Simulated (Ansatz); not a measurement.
**Si (P6_3/mmc): phonon calculation by finite displacements in Python**

Aim: a phonon calculation by finite displacements, for Si (P6_3/mmc), run from a script.

This is Si in the hcp structure; at room conditions it is diamond.

Computed with the Python package of Ansatz 0.2.0. Level of theory: DFT LDA, plane waves, norm-conserving potentials.

## 1. The system

Symmetry: P6_3/mmc, No. 194, hexagonal system. The conventional cell has a = 2.444 Å, b = 2.444 Å, c = 4.152 Å, α = 90.00°, β = 90.00°, γ = 120.00°. Around Si (site symmetry -6m2) lie 12 Si at 2.44 to 2.51 Å.

The script holds or builds the structure itself.

## 2. The script

The input, run_phonons.py:

```python
from pathlib import Path
import warnings

import ansatz as az
import numpy as np

warnings.simplefilter("ignore", az.DeckWarning)

system = (
    az.Lattice.of([2.444, 0.0, 0.0], [-1.222, 2.11656609, 0.0], [0.0, 0.0, 4.152])
    .atom("Si", [1 / 3, 2 / 3, 0.25])
    .atom("Si", [2 / 3, 1 / 3, 0.75])
)
path = [
    ("G", (0.0, 0.0, 0.0)),
    ("M", (0.5, 0.0, 0.0)),
    ("K", (0.33333, 0.33333, 0.0)),
    ("G", (0.0, 0.0, 0.0)),
    ("A", (0.0, 0.0, 0.5)),
    ("L", (0.5, 0.0, 0.5)),
    ("H", (0.33333, 0.33333, 0.5)),
    ("A", (0.0, 0.0, 0.5)),
]

model = (
    system.calculation()
    .pseudopotentials("nc")
    .occupations("Fermi-Dirac", width=0.3)
    .mixing("anderson", beta=0.2)
    .scf(extra_bands=2)
    .functional("lda")
    .kpoints(16, 16, 8)
    .phonons("fd", supercell=2, path=[q for _, q in path], intervals=8, temperatures=(0, 1000, 100))
)
done = model.run(runs_dir="phonon_runs")
folder = Path(done.output_folder) / "results"
ph = done.phonons

print("modes at Gamma (1/cm):", np.round(ph.gamma_omega_inv_cm, 1) + 0.0)
print(f"{ph.n_members} displaced supercells, sum-rule residual {ph.asr_residual_pre_ev_ang2:.1e} eV/A^2")
table = np.loadtxt(folder / "phbands.tsv", comments="#")
n_modes = len(ph.gamma_omega_inv_cm)
omega = table[:, 1 : 1 + n_modes]
print("q distance and wavenumbers (1/cm)")
for row in table[::2]:
    print(f"{row[0]:7.3f}", " ".join(f"{v:7.1f}" for v in row[1 : 1 + n_modes]))
print(f"lowest {omega.min():.1f}, highest {omega.max():.1f} 1/cm on the path;", "unstable" if omega.min() < -10 else "no imaginary branch")
sums = ph.harmonic_sums
print(f"zero-point energy {1000 * sums.zero_point_energy_ev:.2f} meV per cell")
t, f_vib = np.asarray(sums.temperatures_k), np.asarray(sums.vibrational_free_energy_ev)
for temperature, value in zip(t, f_vib):
    print(f"T = {temperature:6.0f} K   F_vib = {1000 * value:9.2f} meV per cell")
```

## 3. The input behind the calls

The package turns the script's settings into the engine's input:

```yaml
crystal:
  lattice:
    - [2.444, 0.0, 0.0]
    - [-1.222, 2.11656609, 0.0]
    - [0.0, 0.0, 4.152]
  atoms:
    - { symbol: Si, position: [0.3333333333333333, 0.6666666666666666, 0.25] }
    - { symbol: Si, position: [0.6666666666666666, 0.3333333333333333, 0.75] }
kpoints:
  mp_grid:
    grid: [16, 16, 8]
hamiltonian:
  xc: lda
  pseudopotentials:
    kind: nc
scf:
  n_extra_bands: 2
  mixing:
    algorithm: anderson
    beta: 0.2
  occupations:
    method: fermi_dirac
    width: 0.3
phonons:
  method: fd
  supercell: [2, 2, 2]
  qpath:
    path:
      - [0.0, 0.0, 0.0]
      - [0.5, 0.0, 0.0]
      - [0.33333, 0.33333, 0.0]
      - [0.0, 0.0, 0.0]
      - [0.0, 0.0, 0.5]
      - [0.5, 0.0, 0.5]
      - [0.33333, 0.33333, 0.5]
      - [0.0, 0.0, 0.5]
    npoints: 8
  temperatures:
    t_min: 0.0
    t_max: 1000.0
    t_step: 100.0
```

## 4. The run

Started as:

```sh
$ python run_phonons.py
```

Without the output at hand: what should come out? Wanted: free energy; gap on the mesh; largest force; zero-point energy of the lattice; highest frequency.

The runs gave:

```
                        quantity                             value
                     free energy  -1844.9558 eV (of the supercell)
                 gap on the mesh                              none
                   largest force                        0.000 eV/Å
zero-point energy of the lattice               107.79 meV per cell
               highest frequency                          473 cm⁻¹
 imaginary modes at these points                              none
```

**Reading.** No mode at these points is imaginary. The highest lies at 473 cm⁻¹ (14.2 THz). The mesh shows no gap. All forces vanish by symmetry. Caveats:
- The cell isn't relaxed first, so the values belong to this volume.
- The mesh is modest for a metal, so energies can be off by several to tens of meV an atom and pressures by half a GPa or more; differences at equal mesh fare better.
- A negative frequency stands for an imaginary mode.
- A Fermi-Dirac width this large means warm electrons, whose thermal share enters the free energy.
- This isn't the structure that Si takes at ambient conditions.
- The structure is taken as given and the supercell is small; imaginary modes can come from an unrelaxed or unstable start. Phonons of metals also depend on mesh and smearing.
